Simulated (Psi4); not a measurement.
# GeH2 (SMILES [GeH2]), step by step

Wanted: a geometry optimisation (r2SCAN-D4/3-21G), then the harmonic vibrations, then a single-point energy (CCSD(T)/def2-TZVP) of GeH2. 

Program for the calculation: Psi4 1.11.

## Step 1: The molecule

The species is GeH2 (3 atoms), meant as a singlet with charge 0. As SMILES, `[GeH2]`. The coordinates come from a PBE0-D4/def2-TZVP relaxation. The run starts from this shape.

Bond lengths: Ge1–H2 1.595 Å, Ge1–H3 1.594 Å. Angles: H2–Ge1–H3 90.6°.

## Step 2: A structure relaxation at r2SCAN-D4/3-21G (density fitting) (run 1)

calc.inp

```
memory 1600 mb

molecule molecule1 {
  Ge
  H 1 1.59453
  H 1 1.594436 2 90.64041
}

set {
  basis        3-21G
  geom_maxiter 60
}

result, w = opt("r2scan-d4", return_wfn=True)
```

The run is started by

```bash
$ psi4 -i calc.inp -o calc.out -n 1
```

calc.out:

```text
[...]
  Running in cs symmetry.
[...]
  Nuclear repulsion =   21.473701843608630
[...]
  Multiplicity = 1
[...]
  Nalpha       = 17
  Nbeta        = 17
[...]
    Number of basis functions: 27
[...]
   @DF-RKS iter   1: -2067.57655534538389   -3.00768e+00   4.24709e-02 ADIIS/DIIS
[...]
   @DF-RKS iter   5: -2067.97904230894756   -1.36424e-12   9.96739e-09 DIIS
[...]
  @DF-RKS Final Energy: -2067.97904230894756
   => Energetics <=
    Nuclear Repulsion Energy =             21.2171412417854306
    One-Electron Energy =               -2928.0755749534564529
    Two-Electron Energy =                 918.4930357218323707
    DFT Exchange-Correlation Energy =     -79.6134643095565906
    Empirical Dispersion Energy =          -0.0001800095523178
    VV10 Nonlocal Energy =                  0.0000000000000000
    Total Energy =                      -2067.9790423089475553
[...]
  -Total Gradient:
     Atom            X                  Y                   Z
    ------   -----------------  -----------------  -----------------
       1       -0.000008571121    -0.000008644590     0.000000000000
       2        0.000026805997     0.000012053401     0.000000000000
       3        0.000012028776     0.000026764891     0.000000000000
[...]
    Final optimized geometry and variables:
    Molecular point group: cs
    Full point group: Cs
    Geometry (in Angstrom), charge = 0, multiplicity = 1:
    GE
    H             1    1.613835
    H             1    1.613835      2   90.171593
    Psi4 run time: 0:00:12.08
[...]
```

The script printed:

```text
Optimizer: Optimization complete!
```

Run time: 14 s. Hardware: 1 thread of AMD EPYC 7R43 (Zen 3), shared host; peak memory 0.33 GiB.

Steps, from the record of the run:

| step | energy from the first frame kept (eV) | largest force (eV/Å) |
| --- | --- | --- |
| 0 | 0.0000 | 0.3552 |
| 1 | -0.0047 | 0.0243 |
| 2 | -0.0048 | 0.0015 |

After the run. Bond lengths: Ge1–H2 1.614 Å, Ge1–H3 1.614 Å. Angles: H2–Ge1–H3 90.2°.

## Step 3: Vibrational wavenumbers at r2SCAN-D4/3-21G (density fitting) (run 2)

geh2.xyz

```xyz
3
GeH2
Ge    -0.570524     0.405261    -0.263912
H      0.798958     0.747859     0.518143
H     -0.197751    -1.164732    -0.238888
```

calc.py

```python
import psi4

psi4.set_memory(1600000000)
psi4.set_num_threads(1)
psi4.core.set_output_file('output.dat', False)

with open('geh2.xyz') as f:
    atoms = ''.join(f.readlines()[2:])
mol = psi4.geometry('0 1\n' + atoms + '')

psi4.set_options({
    'basis': '3-21G',
    'reference': 'rks',
    't': 600.0,
    'rotational_symmetry_number': 2,
})

result = psi4.frequencies("r2scan-d4")
print(f'r2scan-d4 energy: {result:.10f} Eh')
for k, v in sorted(psi4.core.scalar_variables().items()):
    print(f'{k:45s} {v:18.10f}')
```

The run is started by

```bash
$ python calc.py
```

output.dat:

```text
[...]
  Running in cs symmetry.
[...]
  Nuclear repulsion =   21.217139506188168
[...]
  Multiplicity = 1
[...]
  Nalpha       = 17
  Nbeta        = 17
[...]
    Number of basis functions: 27
[...]
   @DF-RKS iter   1: -2067.57293489754693   -3.02110e+00   4.25606e-02 ADIIS/DIIS
[...]
  Running in c1 symmetry.
[...]
   @DF-RKS iter   8: -2067.97904231093389   -1.04592e-11   9.65498e-10 DIIS
[...]
  @DF-RKS Final Energy: -2067.97904231093389
   => Energetics <=
    Nuclear Repulsion Energy =             21.2171252057167266
    One-Electron Energy =               -2928.0755408021559560
    Two-Electron Energy =                 918.4930172070794470
    DFT Exchange-Correlation Energy =     -79.6134639119969165
    Empirical Dispersion Energy =          -0.0001800095774263
    VV10 Nonlocal Energy =                  0.0000000000000000
    Total Energy =                      -2067.9790423109338917
[...]
  -Total Gradient:
     Atom            X                  Y                   Z
    ------   -----------------  -----------------  -----------------
       1        0.000009923384    -0.000006410971     0.000000000036
       2       -0.000017121735     0.000023772473    -0.000000017475
       3       -0.000028737356     0.000005769492     0.000000017438
[...]
  ==> Harmonic Vibrational Analysis <==
[...]
  Freq [cm^-1]                 902.3589           1820.1608           1827.5407
[...]
  IR activ [km/mol]            100.9791            379.1518            394.9988
[...]
  Total E_0, Enthalpy at 0 [K]                                                        -2067.96867651 [Eh]
[...]
  Total H, Enthalpy at  600.00 [K]                                                    -2067.96033031 [Eh]
[...]
  Total G, Gibbs energy at  600.00 [K]                                                -2068.01700601 [Eh]
[...]
```

On the terminal:

```text
r2scan-d4 energy: -2067.9790423100 Eh
CURRENT ENERGY                                  -2067.9790423100
CURRENT REFERENCE ENERGY                        -2067.9790423100
DD SOLVATION ENERGY                                 0.0000000000
DFT FUNCTIONAL TOTAL ENERGY                     -2067.9788623004
DFT TOTAL ENERGY                                -2067.9790423100
DFT VV10 ENERGY                                     0.0000000000
DFT XC ENERGY                                     -79.6134642924
DISPERSION CORRECTION ENERGY                       -0.0001800096
ENTHALPY                                        -2067.9603303058
ENTHALPY CORRECTION                                 0.0187120042
FINDIF NUMBER                                      11.0000000000
GIBBS FREE ENERGY                               -2068.0170060115
GIBBS FREE ENERGY CORRECTION                       -0.0379637015
GRID ELECTRONS ALPHA                               16.9999988207
GRID ELECTRONS BETA                                16.9999988207
GRID ELECTRONS TOTAL                               33.9999976414
NUCLEAR REPULSION ENERGY                           21.2171395062
ONE-ELECTRON ENERGY                             -2928.0755701646
PCM POLARIZATION ENERGY                             0.0000000000
PE ENERGY                                           0.0000000000
R2SCAN-D4(BJ,EEQ)ATM DISPERSION CORRECTION ENERGY      -0.0001800096
SCF ITERATION ENERGY                            -2067.9790423100
SCF ITERATIONS                                      8.0000000000
SCF TOTAL ENERGY                                -2067.9790423100
THERMAL ENERGY                                  -2067.9622303921
THERMAL ENERGY CORRECTION                           0.0168119179
TWO-ELECTRON ENERGY                               918.4930326504
ZERO K ENTHALPY                                 -2067.9686765097
ZPVE                                                0.0103658003
```

It took 44 s on 1 thread of AMD EPYC 7R43 (Zen 3), shared host; peak memory 0.37 GiB.

## Step 4: The energy at CCSD(T)/def2-TZVP (run 3)

calc.py

```python
import psi4

psi4.set_memory('1600 MB')
psi4.set_num_threads(1)
psi4.core.set_output_file('output.dat', False)

m = psi4.geometry("""
0 1
Ge
H 1 1.613835
H 1 1.613835 2 90.1716
units angstrom
symmetry c1
""")

options = {'scf_type': 'pk', 'num_frozen_docc': 9}
psi4.set_options(options)

E, wfn = psi4.energy("ccsd(t)/def2-TZVP", return_wfn=True)
print(f'total energy {E:.8f} hartree = {E * 27.211386:.5f} eV')
for k, v in sorted(psi4.core.scalar_variables().items()):
    print(f'{k:45s} {v:18.10f}')
```

The run is started by

```bash
$ python calc.py
```

output.dat:

```text
[...]
  Running in c1 symmetry.
[...]
  Nuclear repulsion =   21.217142517312976
[...]
  Multiplicity = 1
[...]
  Nalpha       = 17
  Nbeta        = 17
[...]
    Number of basis functions: 60
[...]
   @RHF iter   1: -2075.29296762963759   -3.22623e+00   4.46749e-02 ADIIS/DIIS
[...]
   @RHF iter  10: -2076.47550318205094   -2.27374e-12   4.10349e-09 DIIS
[...]
  @RHF Final Energy: -2076.47550318205094
   => Energetics <=
    Nuclear Repulsion Energy =             21.2171425173129755
    One-Electron Energy =               -2938.6026318378421820
    Two-Electron Energy =                 840.9099861384784163
    Total Energy =                      -2076.4755031820509430
[...]
 Multipole Moments:
 ------------------------------------------------------------------------------------
     Multipole            Electronic (a.u.)      Nuclear  (a.u.)        Total (a.u.)
 ------------------------------------------------------------------------------------
 L = 1.  Multiply by 2.5417464519 to convert [e a0] to [Debye]
 Dipole X            :         -0.0000000            0.0000000           -0.0000000
 Dipole Y            :          0.0000000            0.0000000            0.0000000
 Dipole Z            :         -2.4319803            2.3632018           -0.0687785
 Magnitude           :                                                    0.0687785
[...]
      * MP2 total energy                      = -2076.707446399171658
[...]
      * CCSD total energy                     = -2076.724754082899835
[...]
      * CCSD(T) total energy                  = -2076.732692220449735
```

Standard output:

```text
total energy -2076.73269222 hartree = -56510.77491 eV
(T) CORRECTION ENERGY                              -0.0079381375
CC D1 DIAGNOSTIC                                    0.0292143510
CC D2 DIAGNOSTIC                                    0.2033573101
CC NEW D1 DIAGNOSTIC                                0.0292143510
CC T1 DIAGNOSTIC                                    0.0123806753
CCSD CORRELATION ENERGY                            -0.2492509008
CCSD DOUBLES ENERGY                                -0.2492509008
CCSD ITERATIONS                                    14.0000000000
CCSD OPPOSITE-SPIN CORRELATION ENERGY              -0.1920853030
CCSD SAME-SPIN CORRELATION ENERGY                  -0.0571655979
CCSD SINGLES ENERGY                                 0.0000000000
CCSD TOTAL ENERGY                               -2076.7247540829
CCSD(T) CORRELATION ENERGY                         -0.2571890384
CCSD(T) TOTAL ENERGY                            -2076.7326922204
CURRENT CORRELATION ENERGY                         -0.2571890384
CURRENT ENERGY                                  -2076.7326922204
CURRENT REFERENCE ENERGY                        -2076.4755031821
DD SOLVATION ENERGY                                 0.0000000000
HF KINETIC ENERGY                                2076.3892123365
HF POTENTIAL ENERGY                             -4152.8647155185
HF TOTAL ENERGY                                 -2076.4755031821
HF VIRIAL RATIO                                     2.0000415581
MP2 CORRELATION ENERGY                             -0.2319432171
MP2 DOUBLES ENERGY                                 -0.2319432171
MP2 OPPOSITE-SPIN CORRELATION ENERGY               -0.1710944564
MP2 SAME-SPIN CORRELATION ENERGY                   -0.0608487607
MP2 SINGLES ENERGY                                 -0.0000000000
MP2 TOTAL ENERGY                                -2076.7074463992
NUCLEAR REPULSION ENERGY                           21.2171425173
ONE-ELECTRON ENERGY                             -2938.6026318378
PCM POLARIZATION ENERGY                             0.0000000000
PE ENERGY                                           0.0000000000
SCF ITERATION ENERGY                            -2076.4755031821
SCF ITERATIONS                                     10.0000000000
SCF TOTAL ENERGY                                -2076.4755031821
TWO-ELECTRON ENERGY                               840.9099861385
```

Run time: 10 s. Hardware: 1 thread of AMD EPYC 7R43 (Zen 3), shared host; peak memory 0.27 GiB.

## Step 5: Outcome

```
                                                                      quantity             value
                               run 1, r2SCAN-D4/3-21G: total energy at the end    -2067.97904 Eh
                                         run 1, r2SCAN-D4/3-21G: dipole moment            0.35 D
                                           run 1, r2SCAN-D4/3-21G: HOMO energy          -5.89 eV
                                           run 1, r2SCAN-D4/3-21G: LUMO energy          -3.72 eV
                                         run 1, r2SCAN-D4/3-21G: HOMO–LUMO gap           2.17 eV
                                     run 1, r2SCAN-D4/3-21G: dispersion energy      -0.47 kJ/mol
                            run 2, r2SCAN-D4/3-21G: lowest harmonic wavenumber          902 cm⁻¹
                           run 2, r2SCAN-D4/3-21G: highest harmonic wavenumber         1828 cm⁻¹
                                     run 2, r2SCAN-D4/3-21G: zero-point energy       27.2 kJ/mol
run 2, r2SCAN-D4/3-21G: ideal-gas entropy at 600 K (symmetry number 2 as used)  59.3 cal/(mol K)
                                        run 3, CCSD(T)/def2-TZVP: total energy    -2076.73269 Eh
                 run 3, CCSD(T)/def2-TZVP: HOMO energy (Hartree–Fock orbitals)          -9.24 eV
                 run 3, CCSD(T)/def2-TZVP: LUMO energy (Hartree–Fock orbitals)           0.17 eV
               run 3, CCSD(T)/def2-TZVP: HOMO–LUMO gap (Hartree–Fock orbitals)           9.41 eV
         run 3, CCSD(T)/def2-TZVP: correlation energy (9 core orbitals frozen)        -257.2 mEh
                                      run 3, CCSD(T)/def2-TZVP: (T) correction         -7.94 mEh
                                       run 3, CCSD(T)/def2-TZVP: T1 diagnostic             0.012
```

In words: The optimisation (run 1, r2SCAN-D4/3-21G) took 3 steps and changed the energy by -0.005 eV. All 3 modes (run 2, r2SCAN-D4/3-21G) are real, so the shape is a minimum at this level. The triples (run 3, CCSD(T)/def2-TZVP) make up 3.1 % of the correlation energy.
